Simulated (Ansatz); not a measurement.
# AlClF2H5NO: the cost of one run

All numbers below are computed with Ansatz 0.2.0 (RKS PBE0-D4/def2-SVP).

## 1. Starting point

Bond lengths: Al1–Cl2 2.601 Å, Al1–F3 1.642 Å, Al1–F4 1.647 Å, Al1–N6 2.236 Å, N6–H9 1.011 Å, N6–H10 1.011 Å, O8–H11 0.960 Å. Angles: Cl2–Al1–F3 111.4°, Cl2–Al1–F4 104.2°, Cl2–Al1–N6 92.4°, F3–Al1–F4 124.5°, F3–Al1–N6 114.8°, F4–Al1–N6 104.4°, Al1–N6–H9 114.9°, Al1–N6–H10 115.5°, H9–N6–H10 108.7°.

Structure file:

```xyz
11

Al   -0.3128   -1.6058   -0.0881
Cl    2.1920   -0.9185    0.0475
F    -0.5547   -2.7742   -1.2168
F    -0.7858   -1.7161    1.4855
H    -0.0611    1.1963   -0.0349
N    -0.9392    0.4471   -0.7154
H     1.6252    0.6917    0.4448
O     0.8902    1.7045    0.6518
H    -0.8110    0.6499   -1.6974
H    -1.8757    0.7178   -0.4481
H     0.6327    1.6075    1.5712
```

## 2. A restrained relaxation towards end A

Springs on the bonds that form and break draw the guess towards this end; the thresholds are loose.

Contents of input.yaml:

```yaml
crystal:
  periodic: [false, false, false]
  atoms:
    - { symbol: Al, position_ang: [-0.3128, -1.6058, -0.0881] }
    - { symbol: Cl, position_ang: [2.192, -0.9185, 0.0475] }
    - { symbol: F, position_ang: [-0.5547, -2.7742, -1.2168] }
    - { symbol: F, position_ang: [-0.7858, -1.7161, 1.4855] }
    - { symbol: H, position_ang: [-0.0611, 1.1963, -0.0349] }
    - { symbol: "N", position_ang: [-0.9392, 0.4471, -0.7154] }
    - { symbol: H, position_ang: [1.6252, 0.6917, 0.4448] }
    - { symbol: O, position_ang: [0.8902, 1.7045, 0.6518] }
    - { symbol: H, position_ang: [-0.811, 0.6499, -1.6974] }
    - { symbol: H, position_ang: [-1.8757, 0.7178, -0.4481] }
    - { symbol: H, position_ang: [0.6327, 1.6075, 1.5712] }
basis:
  gaussian: { orbitals: def2-SVP }
hamiltonian:
  xc: pbe0
  dispersion: d4
relax:
  f_tol: 0.15
  max_steps: 25
  restrain:
    - { distance: [0, 5], at: 3.22, k: 30.0 }
    - { distance: [4, 7], at: 2.27, k: 30.0 }
    - { distance: [6, 1], at: 2.63, k: 30.0 }
    - { distance: [0, 1], at: 2.23, k: 30.0 }
    - { distance: [4, 5], at: 1.02, k: 30.0 }
    - { distance: [6, 7], at: 0.97, k: 30.0 }
```

Started as:

```sh
$ ansatz run input.yaml --threads 2 --pin off --max-ram 3072MiB --backend cpu --events-out ev --progress --plain --runs-dir out
```

**Question.** How long does this run take on 2 threads of Arm Neoverse V1, shared host, and how much memory does it need?

About 1.7 min, with a peak of 0.28 GiB.
